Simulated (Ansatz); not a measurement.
# CH5GeN: functionals against CCSD(T) at one geometry

How do the functionals fare away from a minimum? The structure is a structure displaced at random from a GFN2-xTB minimum.

The runs use Ansatz 0.2.0, Gaussian basis; single points in def2-TZVPP.

Correlated methods freeze the cores. Filled d shells of the heavier atoms are correlated.

## 1. The starting structure

SMILES `C=[N][GeH3]`, 8 atoms, charge 0, spin multiplicity 1.

Atoms are counted from 1 here; the program's logs count them from 0.

Bond lengths: C1–N2 1.391 Å, C1–H4 1.224 Å, C1–H5 1.096 Å, N2–Ge3 1.942 Å, Ge3–H6 1.380 Å, Ge3–H7 1.321 Å, Ge3–H8 1.492 Å. Angles: N2–C1–H4 127.0°, N2–C1–H5 112.0°, H4–C1–H5 119.8°, C1–N2–Ge3 124.3°, N2–Ge3–H6 102.9°, N2–Ge3–H7 99.0°, N2–Ge3–H8 115.0°, H6–Ge3–H7 111.3°, H6–Ge3–H8 113.5°, H7–Ge3–H8 113.8°.

Geometry (Å):

```xyz
8
charge 0, multiplicity 1
C    -0.5777    1.1689   -0.9668
N     0.5023    0.3537   -0.6439
Ge    0.5175   -0.9064    0.8334
H    -1.7416    1.0225   -0.6161
H    -0.3354    1.8714   -1.7728
H     0.2995   -0.0975    1.9302
H     1.7793   -1.2903    0.7632
H    -0.4607   -2.0263    0.7157
```

## 2. CCSD(T)/def2-TZVPP

run/in.yaml

```yaml
crystal:
  periodic: [false, false, false]
  atoms:
    - {symbol: C, position_ang: [-0.577700, 1.168900, -0.966800]}
    - {symbol: N, position_ang: [0.502300, 0.353700, -0.643900]}
    - {symbol: Ge, position_ang: [0.517500, -0.906400, 0.833400]}
    - {symbol: H, position_ang: [-1.741600, 1.022500, -0.616100]}
    - {symbol: H, position_ang: [-0.335400, 1.871400, -1.772800]}
    - {symbol: H, position_ang: [0.299500, -0.097500, 1.930200]}
    - {symbol: H, position_ang: [1.779300, -1.290300, 0.763200]}
    - {symbol: H, position_ang: [-0.460700, -2.026300, 0.715700]}
basis:
  gaussian: {orbitals: def2-TZVPP}
correlation: {method: ccsd_t}
output: {forces: true}
```

The command line of these runs was not kept.

## 3. PBE0-D4/def2-TZVPP

run/in.yaml, as its differences from that of step 2:

```diff
@@ -13,3 +13,3 @@
   gaussian: {orbitals: def2-TZVPP}
-correlation: {method: ccsd_t}
-output: {forces: true}
+hamiltonian: {xc: pbe0, dispersion: d4}
+output: {forces: true, orbitals: {seedname: orbitals}}
```

## 4. wB97M-V/def2-TZVPP

run/in.yaml, as its differences from that of step 3:

```diff
@@ -13,3 +13,3 @@
   gaussian: {orbitals: def2-TZVPP}
-hamiltonian: {xc: pbe0, dispersion: d4}
-output: {forces: true, orbitals: {seedname: orbitals}}
+hamiltonian: {xc: {name: wB97M-V}}
+output: {forces: true}
```

## 5. r2SCAN-D4/def2-TZVPP

run/in.yaml, as its differences from that of step 4:

```diff
@@ -13,3 +13,3 @@
   gaussian: {orbitals: def2-TZVPP}
-hamiltonian: {xc: {name: wB97M-V}}
+hamiltonian: {xc: r2scan, dispersion: d4}
 output: {forces: true}
```

## 6. PBE-D4/def2-TZVPP

run/in.yaml, as its differences from that of step 5:

```diff
@@ -13,3 +13,3 @@
   gaussian: {orbitals: def2-TZVPP}
-hamiltonian: {xc: r2scan, dispersion: d4}
+hamiltonian: {xc: pbe, dispersion: d4}
 output: {forces: true}
```

## 7. BHLYP-D4/def2-TZVPP

run/in.yaml, as its differences from that of step 6:

```diff
@@ -13,3 +13,3 @@
   gaussian: {orbitals: def2-TZVPP}
-hamiltonian: {xc: pbe, dispersion: d4}
+hamiltonian: {xc: {name: BHLYP}, dispersion: d4}
 output: {forces: true}
```

## 8. LC-wPBE/def2-TZVPP

run/in.yaml, as its differences from that of step 7:

```diff
@@ -13,3 +13,3 @@
   gaussian: {orbitals: def2-TZVPP}
-hamiltonian: {xc: {name: BHLYP}, dispersion: d4}
+hamiltonian: {xc: {name: LC-wPBE}}
 output: {forces: true}
```

(Steps that only read results are left out.)

Before running it: what results should come out? Wanted: energy less free atoms, CCSD(T)/def2-TZVPP; RMS force component; RMS force error; HOMO and LUMO, PBE0-D4; T1 diagnostic.

As calculated:

| quantity | value |
| --- | --- |
| energy less free atoms, CCSD(T)/def2-TZVPP | -570.4 kcal/mol |
| RMS force component | 2.346 to 2.694 eV/Å over the methods |
| RMS force error | PBE0-D4 0.333, wB97M-V 0.327, r2SCAN-D4 0.222, PBE-D4 0.189, BHLYP-D4 0.505, LC-wPBE 0.451 eV/Å |
| HOMO and LUMO, PBE0-D4 | -6.90 and -1.31 eV |
| T1 diagnostic | 0.014 |

**Reading.** Against CCSD(T) the functionals' energies less atoms differ by -22.5 to +11.5 kcal/mol, PBE-D4 by -22.5 kcal/mol. CCSD(T) in triple zeta still lacks some correlation energy of the bonds, so part of these gaps is its own basis error and they don't rank the functionals. On forces the order runs from PBE-D4 to BHLYP-D4. The restricted Hartree–Fock reference is unstable towards an unrestricted one at one or more of these structures.
